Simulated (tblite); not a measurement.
# C10H17AlO2: the cost of one run

Computed with tblite 0.8.0 and PySCF 2.14.0; each step states its level. No surroundings beyond the atoms listed, unless a continuum is named. Atoms count from 0, parts from 1.

## 1. The system as given

30 atoms, charge 0, multiplicity 1; geometry: distance geometry start.

## 2. Relaxing the cluster with GFN2-xTB

The job: settings as JSON, then the geometry in Å.

```
{"job": {"kind": "relax", "xc": "GFN2-xTB", "basis": "xTB"}, "charge": 0, "multiplicity": 1}
C     -0.282495     1.296261     0.761063
Al     0.463104     2.775059    -0.227363
O      1.286983     2.359854    -1.847905
O     -0.510994     4.379780    -0.181096
C      0.800976     0.416737     1.280665
C      0.239851    -0.713194     2.040989
C     -0.661075    -1.480261     1.146712
C     -1.747922    -0.653278     0.627175
C     -1.178474     0.491994    -0.082925
C     -2.516796    -0.091950     1.778289
C     -1.672198     0.665441     2.674338
C     -0.578745    -0.182293     3.174648
C     -1.081393     1.797940     1.904957
H      1.155972     1.538809    -2.331282
H     -0.268289     5.183710    -0.671427
H      1.344479     0.046485     0.459403
H      1.397017     0.992564     1.908368
H      1.021229    -1.301270     2.399491
H     -0.098884    -1.833754     0.345421
H     -1.073660    -2.283511     1.687630
H     -2.358841    -1.196618     0.015912
H     -0.615806     0.129065    -0.895482
H     -1.944615     1.108110    -0.435366
H     -3.289178     0.490888     1.426146
H     -2.913579    -0.914044     2.306253
H     -2.195392     1.030317     3.477292
H     -0.971220    -0.980054     3.694176
H      0.057432     0.359299     3.783541
H     -1.842501     2.402570     1.554349
H     -0.449444     2.353644     2.535123
```

Method: GFN2-xTB geometry optimisation, gas phase.

On the command line:

```
$ OMP_NUM_THREADS=1 python cluster_run.py task.json out
```

This one command runs all jobs of the session in turn.

**Question.** How long does this first job take on 1 thread of Intel Xeon at 2.50GHz, shared host?

About 8.9 s.
